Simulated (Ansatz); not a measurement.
**C₂H₉N₂V: how energies converge with the basis set**

An exercise on one series of results from a longer session: the logs are not shown, and one member is left open.

Computed with Ansatz 0.2.0, Gaussian basis. Level: one geometry, several basis sets.

Plan: PBE0-D4/def2-SVP; ωB97M-V/def2-SVP; PBE0-D4/def2-QZVPP; ωB97M-V/def2-QZVPP; the functionals' def2-TZVPP values are taken from earlier runs.

**Structure used throughout**

An earlier PBE0-D4 in a triple-zeta def2 set relaxation fixed the geometry.

SMILES `[CH3][V]([CH3])(=[NH])[NH2]`, 14 atoms, charge 0, spin multiplicity 1.

Atoms are counted from 1 here; the program's logs count them from 0.

Bond lengths: C1–V2 2.019 Å, C1–H6 1.097 Å, C1–H7 1.091 Å, C1–H8 1.095 Å, V2–C3 2.019 Å, V2–N4 1.607 Å, V2–N5 1.824 Å, C3–H9 1.095 Å, C3–H10 1.091 Å, C3–H11 1.097 Å, N4–H12 1.010 Å, N5–H13 1.007 Å, N5–H14 1.013 Å. Angles: V2–C1–H6 107.6°, V2–C1–H7 113.1°, V2–C1–H8 108.2°, H6–C1–H7 109.4°, H6–C1–H8 109.3°, H7–C1–H8 109.0°, C1–V2–C3 110.2°, C1–V2–N4 107.0°, C1–V2–N5 111.9°, C3–V2–N4 107.1°, C3–V2–N5 111.9°, N4–V2–N5 108.6°, V2–C3–H9 108.2°, V2–C3–H10 113.1°, V2–C3–H11 107.7°, H9–C3–H10 109.0°, H9–C3–H11 109.3°, H10–C3–H11 109.4° and more.

The first run:

The input, in.yaml:

```yaml
crystal:
  periodic: [false, false, false]
  atoms:
    - {symbol: C, position_ang: [-1.844426, 0.196914, -0.201913]}
    - {symbol: V, position_ang: [0.152184, 0.264673, 0.089546]}
    - {symbol: C, position_ang: [0.861257, -1.581552, 0.495260]}
    - {symbol: N, position_ang: [0.406837, 1.165117, 1.396147]}
    - {symbol: N, position_ang: [1.018957, 1.030199, -1.321523]}
    - {symbol: H, position_ang: [-2.027247, -0.378048, -1.118620]}
    - {symbol: H, position_ang: [-2.297106, 1.184776, -0.296656]}
    - {symbol: H, position_ang: [-2.297414, -0.322899, 0.648546]}
    - {symbol: H, position_ang: [0.263513, -2.006578, 1.308127]}
    - {symbol: H, position_ang: [1.911696, -1.581570, 0.789091]}
    - {symbol: H, position_ang: [0.734364, -2.192894, -0.407241]}
    - {symbol: H, position_ang: [0.554674, 1.721247, 2.226205]}
    - {symbol: H, position_ang: [1.575224, 1.869768, -1.340122]}
    - {symbol: H, position_ang: [0.974386, 0.601445, -2.238147]}
basis:
  gaussian: {orbitals: def2-SVP}
hamiltonian: {xc: pbe0, dispersion: d4}
output: {orbitals: {seedname: orbitals}}
```

Launch:

```bash
ansatz run in.yaml --threads 4 --pin off --events-out ev --progress --plain --max-ram 11315MiB
```

Among the steps run: PBE0-D4 in def2-SVP; ωB97M-V in def2-SVP; PBE0-D4 in def2-QZVPP; ωB97M-V in def2-QZVPP.

One table of the session follows, with a row left open; its other results are not shown here.

It belongs to the step «Density functionals: the series». 

| functional | basis | HOMO (eV) |
| --- | --- | --- |
| PBE0-D4 | def2-SVP | -7.11 |
| PBE0-D4 | def2-TZVPP | -7.31 |
| PBE0-D4 | def2-QZVPP | -7.34 |
| ωB97M-V | def2-SVP | ? |
| ωB97M-V | def2-TZVPP | -9.65 |
| ωB97M-V | def2-QZVPP | -9.67 |

**Question.** Estimate the row for ωB97M-V, def2-SVP.

As computed: HOMO (eV): -9.44. In the column «HOMO (eV)» it lies between ωB97M-V, def2-TZVPP (-9.65) and PBE0-D4, def2-QZVPP (-7.34).
